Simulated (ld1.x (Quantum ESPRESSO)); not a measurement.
# Ge: generating and testing a TM potential

Do these settings give a usable potential? It is generated, then checked for transferability, scattering, ghosts and hardness.

Program: ld1.x (Quantum ESPRESSO) 7.5. Reference atom: PBEsol, scalar-relativistic, spherical and spin-unpolarised. All values are calculated.

### 1 The design

Typed settings, in words:

```
element                 : germanium (Ge, Z = 32)
type                    : norm-conserving Troullier–Martins (Kleinman–Bylander form)
frozen core             : [Ar]
valence charge          : 14
reference configuration : 3d10 4s2 4p2
partial waves           : 4p (bound): rc 2.35 bohr; 3d (bound): rc 1.25 bohr; 4s (bound): rc 1.50 bohr
local potential         : the s channel
core correction         : a·sin(br)/r model core inside 0.60 bohr
```

An earlier all-electron run gives the scale for the radii.

All-electron outer shells of the reference configuration (PBEsol, scalar-relativistic, ld1.x):

```csv
shell,level (eV),outermost node (bohr),outermost maximum (bohr)
3s,-168.12,0.26,0.54
3p,-115.43,0.23,0.54
3d,-29.31,–,0.50
4s,-11.74,0.77,1.75
4p,-3.90,0.82,2.22
```

### 2 The generation run

File Ge.in:

```
 &input
   title='Ge', zed=32., rel=1, dft='PBESOL', iswitch=3,
   config='[Ar] 3d10 4s2 4p2',
   nld=3, rlderiv=2.55, eminld=-4.0, emaxld=5.0, deld=0.02
 /
 &inputp
   pseudotype=2, tm=.true., lloc=0,
   nlcc=.true., rcore=0.60,
   file_pseudopw='Ge.UPF', file_wfcaegen='ae.wfc', file_wfcncgen='nc.wfc', file_beta='beta', file_chi='chi'
 /
3
4P  2  1   2.00   0.00  2.35  2.35  0.0
3D  3  2  10.00   0.00  1.25  1.25  0.0
4S  1  0   2.00   0.00  1.50  1.50  0.0
 &test
   configts(1)='3d10 4s2 4p2'
 /
```

Run with:

```bash
ld1.x < Ge.in > Ge.out
```

What the program wrote to Ge.out (without the banner and most projector matrices):

```text
     Program LD1 v.7.5
     --------------------------- All-electron run ----------------------------

     Ge
     scalar relativistic calculation

     atomic number is 32.00
     dft =PBESOL   lsd =0 sic =0 latt =0  beta=0.20 tr2=1.0E-14
     Exchange-correlation= PBESOL
                           (   1   4  10   8   0   0   0)
     mesh =1207 r(mesh) = 100.41023 a.u. xmin = -7.00 dx = 0.01250
     1 Ry =  13.60569312 eV, c = 137.03599908

     n l     nl                  e(Ry)          e(Ha)          e(eV)
     1 0     1S 1( 2.00)      -804.9585      -402.4792    -10952.0180
     2 0     2S 1( 2.00)      -100.7399       -50.3699     -1370.6359
     2 1     2P 1( 6.00)       -88.0571       -44.0285     -1198.0777
     3 0     3S 1( 2.00)       -12.3563        -6.1782      -168.1161
     3 1     3P 1( 6.00)        -8.4836        -4.2418      -115.4256
     3 2     3D 1(10.00)        -2.1544        -1.0772       -29.3123
     4 0     4S 1( 2.00)        -0.8631        -0.4316       -11.7433
     4 1     4P 1( 2.00)        -0.2864        -0.1432        -3.8968

     final scf error:  9.8E-15 reached in  36 iterations

     Etot =   -4194.589934 Ry,   -2097.294967 Ha,  -57070.303424 eV

     Ekin =    4270.140783 Ry,    2135.070392 Ha,   58098.225088 eV
     Encl =  -10112.824798 Ry,   -5056.412399 Ha, -137591.990814 eV
     Eh   =    1803.960466 Ry,     901.980233 Ha,   24544.132508 eV
     Exc  =    -155.866385 Ry,     -77.933193 Ha,   -2120.670205 eV

     normalization and overlap integrals

     s(1S/1S) =  1.000000  <r> =   0.0470  <r2> =    0.0030  r(max) =   0.0309
     s(2S/2S) =  1.000000  <r> =   0.2102  <r2> =    0.0521  r(max) =   0.1754
     s(2P/2P) =  1.000000  <r> =   0.1838  <r2> =    0.0414  r(max) =   0.1418
     s(3S/3S) =  1.000000  <r> =   0.6247  <r2> =    0.4503  r(max) =   0.5402
     s(3P/3P) =  1.000000  <r> =   0.6474  <r2> =    0.4936  r(max) =   0.5402
     s(3D/3D) =  1.000000  <r> =   0.7368  <r2> =    0.6976  r(max) =   0.5012
     s(4S/4S) =  1.000000  <r> =   2.1153  <r2> =    5.1783  r(max) =   1.7494
     s(4P/4P) =  1.000000  <r> =   2.8834  <r2> =    9.9356  r(max) =   2.2184

     ------------------------ End of All-electron run ------------------------

     --------------------- Generating NC pseudopotential ---------------------

      Generating local pot.: lloc=0, matching radius rcloc =   1.5000

      Computing core charge for nlcc:

       r > 0.60 : true rho core
       r < 0.60 : rho core = a sin(br)/r    a=  30.81  b=   3.75

      Integrated core pseudo-charge :   8.98

      Wfc   4P  rcut= 2.361  Using Troullier-Martins method

      Wfc   3D  rcut= 1.264  Using Troullier-Martins method

     ------------------- End of pseudopotential generation -------------------

     [... the all-electron block is printed once more ...]


     Computing logarithmic derivative in   2.56135
     Computing logarithmic derivative in   2.56135
     Computing the partial wave expansion
       no projector for channel:   0
     R is outside the sphere for l=    1 j= 0.00
     R is outside the sphere for l=    2 j= 0.00

     ---------------------- Testing the pseudopotential ----------------------

     Ge
     scalar relativistic calculation

     atomic number is 32.00   valence charge is 14.00
     dft =PBESOL   lsd =0 sic =0 latt =0  beta=0.20 tr2=1.0E-14
     mesh =1207 r(mesh) = 100.41023 xmin = -7.00 dx = 0.01250

     n l     nl             e AE (Ry)        e PS (Ry)    De AE-PS (Ry)
     3 2     3D   1(10.00)       -2.15441       -2.15442        0.00001
     1 0     4S   1( 2.00)       -0.86312       -0.86312        0.00000
     2 1     4P   1( 2.00)       -0.28641       -0.28641        0.00000

     eps = 9.0E-15  iter = 14

     Etot =   -4194.589934 Ry,   -2097.294967 Ha,  -57070.303424 eV
     Etotps =  -202.452567 Ry,    -101.226283 Ha,   -2754.507496 eV

     Ekin =     219.114605 Ry,     109.557303 Ha,    2981.206079 eV
     Encl =    -272.366216 Ry,    -136.183108 Ha,   -3705.731152 eV
     Ehrt =     161.847018 Ry,      80.923509 Ha,    2202.040863 eV
     Ecxc =     -51.445444 Ry,     -25.722722 Ha,    -699.950920 eV
     (Ecc =     -20.521498 Ry,     -10.260749 Ha,    -279.209206 eV)
     Epseu=    -259.602531 Ry,    -129.801265 Ha,   -3532.072367 eV

     ---------------------- End of pseudopotential test ----------------------
```

Wall time 2.2 s (1 thread of Intel Xeon 6975P-C, shared host). This counts the later configuration tests of the new file too.

All-electron and pseudo partial waves u(r) = r·R(r), from the program's wave files:

```csv
r (bohr),4s AE,4s PS
0.118,0.1959,0.0258
0.235,0.0416,0.0533
0.353,-0.2529,0.0849
0.470,-0.3481,0.1224
0.588,-0.2687,0.1686
0.705,-0.1026,0.2251
0.822,0.0870,0.2937
0.940,0.2672,0.3748
1.058,0.4205,0.4642
1.175,0.5411,0.5534
1.292,0.6312,0.6329
1.410,0.6944,0.6945
1.528,0.7340,0.7340
1.645,0.7539,0.7539
1.763,0.7582,0.7582
1.880,0.7502,0.7502
1.998,0.7326,0.7326
2.115,0.7081,0.7081
2.232,0.6785,0.6785
2.350,0.6451,0.6451
2.468,0.6097,0.6097
2.585,0.5734,0.5734
2.702,0.5369,0.5369
2.820,0.5004,0.5004
2.938,0.4649,0.4649
3.055,0.4308,0.4308
```

### 3 Testing the new file in other configurations

File Ge.test.in:

```
 &input
   title='Ge', zed=32., rel=1, dft='PBESOL', iswitch=2,
   config='[Ar] 3d10 4s2 4p2'
 /
 &test
   file_pseudo='Ge.UPF', nconf=8,
   configts(1)='3d10 4s2 4p2',
   configts(2)='3d10 4s2 4p1',
   configts(3)='3d10 4s2 4p0',
   configts(4)='3d10 4s1 4p0',
   configts(5)='3d10 4s0 4p4',
   configts(6)='3d10 4s0 4p0',
   configts(7)='3d10 4s1 4p3',
   configts(8)='3d10 4s2 4p1.5'
 /
```

Run with:

```bash
ld1.x < Ge.test.in > Ge.test.out
```

Ge.test.out, the pseudopotential blocks, each with the warnings that came before it:

```text
     ---------------------- Testing the pseudopotential ----------------------

     Ge
     scalar relativistic calculation

     atomic number is 32.00   valence charge is 14.00
     dft =PBESOL   lsd =0 sic =0 latt =0  beta=0.20 tr2=1.0E-14
     mesh =1207 r(mesh) = 100.41023 xmin = -7.00 dx = 0.01250

     n l     nl             e AE (Ry)        e PS (Ry)    De AE-PS (Ry)
     3 2     3D   1(10.00)       -2.15441       -2.15442        0.00001
     1 0     4S   1( 2.00)       -0.86312       -0.86312        0.00000
     2 1     4P   1( 2.00)       -0.28641       -0.28641        0.00000

     eps = 2.1E-15  iter = 17

     Etot =   -4194.589934 Ry,   -2097.294967 Ha,  -57070.303424 eV
     Etotps =  -202.452565 Ry,    -101.226282 Ha,   -2754.507466 eV

     Ekin =     219.114607 Ry,     109.557304 Ha,    2981.206105 eV
     Encl =    -272.366214 Ry,    -136.183107 Ha,   -3705.731127 eV
     Ehrt =     161.847016 Ry,      80.923508 Ha,    2202.040838 eV
     Ecxc =     -51.445444 Ry,     -25.722722 Ha,    -699.950918 eV
     (Ecc =     -20.521498 Ry,     -10.260749 Ha,    -279.209206 eV)
     Epseu=    -259.602531 Ry,    -129.801265 Ha,   -3532.072364 eV

     ---------------------- End of pseudopotential test ----------------------

     ---------------------- Testing the pseudopotential ----------------------

     Ge
     scalar relativistic calculation

     atomic number is 32.00   valence charge is 14.00
     dft =PBESOL   lsd =0 sic =0 latt =0  beta=0.20 tr2=1.0E-14
     mesh =1207 r(mesh) = 100.41023 xmin = -7.00 dx = 0.01250

     n l     nl             e AE (Ry)        e PS (Ry)    De AE-PS (Ry)
     3 2     3D   1(10.00)       -2.81776       -2.81442       -0.00334
     1 0     4S   1( 2.00)       -1.46208       -1.46214        0.00005
     2 1     4P   1( 1.00)       -0.82733       -0.82741        0.00008

     eps = 3.9E-15  iter = 10

     Etot =   -4194.042153 Ry,   -2097.021077 Ha,  -57062.850479 eV
     Etotps =  -201.904690 Ry,    -100.952345 Ha,   -2747.053258 eV
     dEtot_ae =       0.547781 Ry
     dEtot_ps =       0.547874 Ry,   Delta E=      -0.000093 Ry

     Ekin =     218.889736 Ry,     109.444868 Ha,    2978.146570 eV
     Encl =    -263.033849 Ry,    -131.516925 Ha,   -3578.757831 eV
     Ehrt =     153.107118 Ry,      76.553559 Ha,    2083.128460 eV
     Ecxc =     -51.016274 Ry,     -25.508137 Ha,    -694.111775 eV
     (Ecc =     -20.521498 Ry,     -10.260749 Ha,    -279.209206 eV)
     Epseu=    -259.851420 Ry,    -129.925710 Ha,   -3535.458682 eV

     ---------------------- End of pseudopotential test ----------------------

     ---------------------- Testing the pseudopotential ----------------------

     Ge
     scalar relativistic calculation

     atomic number is 32.00   valence charge is 14.00
     dft =PBESOL   lsd =0 sic =0 latt =0  beta=0.20 tr2=1.0E-14
     mesh =1207 r(mesh) = 100.41023 xmin = -7.00 dx = 0.01250

     n l     nl             e AE (Ry)        e PS (Ry)    De AE-PS (Ry)
     3 2     3D   1(10.00)       -3.61817       -3.60884       -0.00933  !
     1 0     4S   1( 2.00)       -2.15220       -2.15275        0.00055
     2 1     4P   1( 0.00)       -1.45534       -1.45591        0.00057

     eps = 2.0E-15  iter =  9

     Etot =   -4192.906700 Ry,   -2096.453350 Ha,  -57047.401848 eV
     Etotps =  -200.768809 Ry,    -100.384404 Ha,   -2731.598798 eV
     dEtot_ae =       1.683235 Ry
     dEtot_ps =       1.683756 Ry,   Delta E=      -0.000521 Ry

     Ekin =     218.616227 Ry,     109.308114 Ha,    2974.425299 eV
     Encl =    -251.754689 Ry,    -125.877345 Ha,   -3425.297046 eV
     Ehrt =     143.309986 Ry,      71.654993 Ha,    1949.831695 eV
     Ecxc =     -50.522203 Ry,     -25.261101 Ha,    -687.389585 eV
     (Ecc =     -20.521498 Ry,     -10.260749 Ha,    -279.209206 eV)
     Epseu=    -260.418130 Ry,    -130.209065 Ha,   -3543.169160 eV

     ---------------------- End of pseudopotential test ----------------------

     ---------------------- Testing the pseudopotential ----------------------

     Ge
     scalar relativistic calculation

     atomic number is 32.00   valence charge is 14.00
     dft =PBESOL   lsd =0 sic =0 latt =0  beta=0.20 tr2=1.0E-14
     mesh =1207 r(mesh) = 100.41023 xmin = -7.00 dx = 0.01250

     n l     nl             e AE (Ry)        e PS (Ry)    De AE-PS (Ry)
     3 2     3D   1(10.00)       -4.63902       -4.62577       -0.01325  !
     1 0     4S   1( 1.00)       -2.96839       -2.97105        0.00266
     2 1     4P   1( 0.00)       -2.20180       -2.20409        0.00229

     eps = 1.4E-15  iter =  7

     Etot =   -4190.349829 Ry,   -2095.174914 Ha,  -57012.613850 eV
     Etotps =  -198.210274 Ry,     -99.105137 Ha,   -2696.788168 eV
     dEtot_ae =       4.240105 Ry
     dEtot_ps =       4.242290 Ry,   Delta E=      -0.002185 Ry

     Ekin =     219.312492 Ry,     109.656246 Ha,    2983.898461 eV
     Encl =    -237.371895 Ry,    -118.685948 Ha,   -3229.609160 eV
     Ehrt =     131.710482 Ry,      65.855241 Ha,    1792.012403 eV
     Ecxc =     -49.882608 Ry,     -24.941304 Ha,    -678.687454 eV
     (Ecc =     -20.521498 Ry,     -10.260749 Ha,    -279.209206 eV)
     Epseu=    -261.978746 Ry,    -130.989373 Ha,   -3564.402418 eV

     ---------------------- End of pseudopotential test ----------------------

     ---------------------- Testing the pseudopotential ----------------------

     Ge
     scalar relativistic calculation

     atomic number is 32.00   valence charge is 14.00
     dft =PBESOL   lsd =0 sic =0 latt =0  beta=0.20 tr2=1.0E-14
     mesh =1207 r(mesh) = 100.41023 xmin = -7.00 dx = 0.01250

     n l     nl             e AE (Ry)        e PS (Ry)    De AE-PS (Ry)
     3 2     3D   1(10.00)       -2.40122       -2.40457        0.00335
     1 0     4S   1( 0.00)       -0.99638       -0.99641        0.00004
     2 1     4P   1( 4.00)       -0.38282       -0.38279       -0.00002

     eps = 5.6E-15  iter = 11

     Etot =   -4193.398370 Ry,   -2096.699185 Ha,  -57054.091362 eV
     Etotps =  -201.260906 Ry,    -100.630453 Ha,   -2738.294119 eV
     dEtot_ae =       1.191565 Ry
     dEtot_ps =       1.191659 Ry,   Delta E=      -0.000094 Ry

     Ekin =     220.764410 Ry,     110.382205 Ha,    3003.652817 eV
     Encl =    -268.865042 Ry,    -134.432521 Ha,   -3658.095249 eV
     Ehrt =     158.858215 Ry,      79.429108 Ha,    2161.376127 eV
     Ecxc =     -51.241319 Ry,     -25.620659 Ha,    -697.173656 eV
     (Ecc =     -20.521498 Ry,     -10.260749 Ha,    -279.209206 eV)
     Epseu=    -260.777171 Ry,    -130.388585 Ha,   -3548.054157 eV

     ---------------------- End of pseudopotential test ----------------------

     Warning: n=3, l=2 expected 0 nodes, found 1
     ---------------------- Testing the pseudopotential ----------------------

     Ge
     scalar relativistic calculation

     atomic number is 32.00   valence charge is 14.00
     dft =PBESOL   lsd =0 sic =0 latt =0  beta=0.20 tr2=1.0E-14
     mesh =1207 r(mesh) = 100.41023 xmin = -7.00 dx = 0.01250

     n l     nl             e AE (Ry)        e PS (Ry)    De AE-PS (Ry)
     3 2     3D   1(10.00)       -5.73302       -5.72091       -0.01211  !
     1 0     4S   1( 0.00)       -3.81896       -3.82786        0.00890  !
     2 1     4P   1( 0.00)       -2.98353       -2.99065        0.00712  !

     eps = 3.0E-16  iter =  9

     Etot =   -4186.958992 Ry,   -2093.479496 Ha,  -56966.479167 eV
     Etotps =  -194.813781 Ry,     -97.406891 Ha,   -2650.576522 eV
     dEtot_ae =       7.630942 Ry
     dEtot_ps =       7.638783 Ry,   Delta E=      -0.007841 Ry

     Ekin =     220.210875 Ry,     110.105437 Ha,    2996.121583 eV
     Encl =    -221.953447 Ry,    -110.976724 Ha,   -3019.830493 eV
     Ehrt =     120.155122 Ry,      60.077561 Ha,    1634.793712 eV
     Ecxc =     -49.261410 Ry,     -24.630705 Ha,    -670.235626 eV
     (Ecc =     -20.521498 Ry,     -10.260749 Ha,    -279.209206 eV)
     Epseu=    -263.964920 Ry,    -131.982460 Ha,   -3591.425698 eV

     ---------------------- End of pseudopotential test ----------------------

     ---------------------- Testing the pseudopotential ----------------------

     Ge
     scalar relativistic calculation

     atomic number is 32.00   valence charge is 14.00
     dft =PBESOL   lsd =0 sic =0 latt =0  beta=0.20 tr2=1.0E-14
     mesh =1207 r(mesh) = 100.41023 xmin = -7.00 dx = 0.01250

     n l     nl             e AE (Ry)        e PS (Ry)    De AE-PS (Ry)
     3 2     3D   1(10.00)       -2.28231       -2.28348        0.00117
     1 0     4S   1( 1.00)       -0.93340       -0.93336       -0.00004
     2 1     4P   1( 3.00)       -0.33722       -0.33720       -0.00002

     eps = 1.0E-15  iter = 11

     Etot =   -4194.003346 Ry,   -2097.001673 Ha,  -57062.322480 eV
     Etotps =  -201.865939 Ry,    -100.932970 Ha,   -2746.526021 eV
     dEtot_ae =       0.586589 Ry
     dEtot_ps =       0.586625 Ry,   Delta E=      -0.000037 Ry

     Ekin =     219.916863 Ry,     109.958431 Ha,    2992.121350 eV
     Encl =    -270.550116 Ry,    -135.275058 Ha,   -3681.021858 eV
     Ehrt =     160.289812 Ry,      80.144906 Ha,    2180.853988 eV
     Ecxc =     -51.336606 Ry,     -25.668303 Ha,    -698.470114 eV
     (Ecc =     -20.521498 Ry,     -10.260749 Ha,    -279.209206 eV)
     Epseu=    -260.185891 Ry,    -130.092946 Ha,   -3540.009388 eV

     ---------------------- End of pseudopotential test ----------------------

     ---------------------- Testing the pseudopotential ----------------------

     Ge
     scalar relativistic calculation

     atomic number is 32.00   valence charge is 14.00
     dft =PBESOL   lsd =0 sic =0 latt =0  beta=0.20 tr2=1.0E-14
     mesh =1207 r(mesh) = 100.41023 xmin = -7.00 dx = 0.01250

     n l     nl             e AE (Ry)        e PS (Ry)    De AE-PS (Ry)
     3 2     3D   1(10.00)       -2.46604       -2.46470       -0.00134
     1 0     4S   1( 2.00)       -1.14830       -1.14830       -0.00000
     2 1     4P   1( 1.50)       -0.54336       -0.54338        0.00001

     eps = 2.9E-15  iter =  9

     Etot =   -4194.383792 Ry,   -2097.191896 Ha,  -57067.498715 eV
     Etotps =  -202.246393 Ry,    -101.123196 Ha,   -2751.702358 eV
     dEtot_ae =       0.206142 Ry
     dEtot_ps =       0.206172 Ry,   Delta E=      -0.000029 Ry

     Ekin =     219.012161 Ry,     109.506080 Ha,    2979.812251 eV
     Encl =    -267.984437 Ry,    -133.992218 Ha,   -3646.114006 eV
     Ehrt =     157.659987 Ry,      78.829993 Ha,    2145.073396 eV
     Ecxc =     -51.242941 Ry,     -25.621471 Ha,    -697.195733 eV
     (Ecc =     -20.521498 Ry,     -10.260749 Ha,    -279.209206 eV)
     Epseu=    -259.691163 Ry,    -129.845581 Ha,   -3533.278266 eV

     ---------------------- End of pseudopotential test ----------------------
```

Excitation and ionisation energies from 3d10 4s2 4p2, with the error of the potential. A star marks tests that logged a warning.

| valence configuration | charge | ΔE all-electron (eV) | error AE − PS (meV) |
| --- | --- | --- | --- |
| 3d10 4s2 4p1 | +1 | 7.453 | -1.3 |
| 3d10 4s2 4p0 | +2 | 22.902 | -7.1 |
| 3d10 4s1 4p0 | +3 | 57.690 | -30 |
| 3d10 4s0 4p4 | 0 | 16.212 | -1.3 |
| 3d10 4s0 4p0 * | +4 | 103.824 | -107 |
| 3d10 4s1 4p3 | 0 | 7.981 | -0.5 |
| 3d10 4s2 4p1.5 | +0.5 | 2.805 | -0.4 |

### 4 Does it scatter like the atom?

Taken from the files of the generation run. The phase is arctan(r·u′/u) with u = r·R, unwrapped, with energies in Ry. A pole is an energy at which the radial function vanishes at the test radius. The pseudo phase is shifted by a multiple of π to meet the all-electron one at the reference energy. Levels narrower than the energy grid can be missing from the poles. The last column is the largest difference on the grid between −1 and +1 Ry.

| channel | radius (bohr) | reference (Ry) | poles AE | poles PS | window around the reference with phases within 0.05 rad (Ry) | largest difference near zero (rad) |
| --- | --- | --- | --- | --- | --- | --- |
| s | 2.56 | -0.86 | 0.12 | 0.12 | below 2.3 | 0.004 |
| p | 2.56 | -0.29 | 1.27 | 1.27 | below 4.0 | 0.000 |
| d | 2.56 | -2.15 | -2.13, 3.31 | -2.13, 4.10 | below 0.2 | 0.222 |

Phases (rad) along the scan:

| E (Ry) | d AE | d PS | p AE | p PS |
| --- | --- | --- | --- | --- |
| -4.00 | 1.377 | 1.377 | 1.356 | 1.356 |
| -3.52 | 1.363 | 1.364 | 1.338 | 1.338 |
| -3.04 | 1.346 | 1.346 | 1.315 | 1.314 |
| -2.56 | 1.315 | 1.316 | 1.282 | 1.282 |
| -2.08 | -1.720 | -1.719 | 1.235 | 1.235 |
| -1.60 | -1.835 | -1.833 | 1.156 | 1.156 |
| -1.12 | -1.883 | -1.878 | 0.996 | 0.996 |
| -0.64 | -1.946 | -1.936 | 0.531 | 0.531 |
| -0.16 | -2.048 | -2.026 | -0.682 | -0.682 |
| 0.32 | -2.255 | -2.193 | -1.276 | -1.277 |
| 0.80 | -2.796 | -2.574 | -1.472 | -1.473 |
| 1.28 | -3.802 | -3.425 | -1.572 | -1.572 |
| 1.76 | -4.321 | -4.122 | -1.640 | -1.641 |
| 2.24 | -4.524 | -4.407 | -1.700 | -1.700 |
| 2.72 | -4.630 | -4.542 | -1.765 | -1.763 |
| 3.20 | -4.699 | -4.622 | -1.852 | -1.846 |
| 3.68 | -4.753 | -4.676 | -1.996 | -1.977 |
| 4.16 | -4.802 | -4.717 | -2.320 | -2.248 |
| 4.64 | -4.856 | -4.753 | -3.189 | -2.949 |

### 5 Plane-wave convergence, by spherical Bessel functions

This step uses the generator's waves and projectors in a separate script. Basis: spherical Bessel functions vanishing at 20 bohr, q² up to the cutoff; potential fixed at the reference.

All-electron valence levels (Ry): 4p -0.2864, 3d -2.1544, 4s -0.8631. The lowest levels of each channel (Ry) by cutoff; the last column sums, over occupied levels, occupation times the distance from the level at 400 Ry. A positive value at high cutoff is not a bound level.

| cutoff (Ry) | p #1 | d #1 | s #1 | f #1 | Σ f·Δε (mRy) |
| --- | --- | --- | --- | --- | --- |
| 8 | -0.2809 | 0.0555 | -0.8139 | 0.1088 | 22208.8 |
| 25 | -0.2863 | 0.0554 | -0.8574 | 0.1088 | 22110.2 |
| 50 | -0.2864 | 0.0543 | -0.8627 | 0.1088 | 22088.3 |
| 100 | -0.2864 | -1.7875 | -0.8631 | 0.1088 | 3669.6 |
| 180 | -0.2864 | -2.1535 | -0.8631 | 0.1088 | 8.9 |
| 400 | -0.2864 | -2.1544 | -0.8631 | 0.1088 | 0.0 |

The sum stays within 10 mRy from 180 Ry and within 1 mRy only somewhere over 300 Ry. The sum leaves out empty levels, which can need more. Ghost test: no level below the all-electron spectrum of its channel (p, d, s, f tested).

### 6 Results

| quantity | value |
| --- | --- |
| cutoffs for 10 and 1 mRy, occupied levels | 180 Ry and over 300 Ry |
| bound ghosts | none found |
| largest test error (AE − PS) | -107 meV, for 3d10 4s0 4p0 (this test logged a warning) |
| largest phase difference near zero energy, channels read | 0.222 rad |

In words: The worst unpolarised test, 3d10 4s0 4p0, is off by 107 meV on 103.8 eV; by total energies transferability rates as fair for so large an energy. That test lies far up in energy; among those under 40 eV, nearer to bonding, the largest error is 7.1 meV. The potential is very hard: the looser tolerance needs 180 Ry. The tighter tolerance needs over 300 Ry, and converged work needs a cutoff nearer that. The slowest occupied level is 3d: taken alone it needs 180 Ry to come within 1 mRy, against 40 Ry for 4s. No bound ghost shows below the valence levels. Of the channels read, d scatters worst near zero energy, by up to 0.22 rad. All of this concerns the isolated atom, not yet a solid.
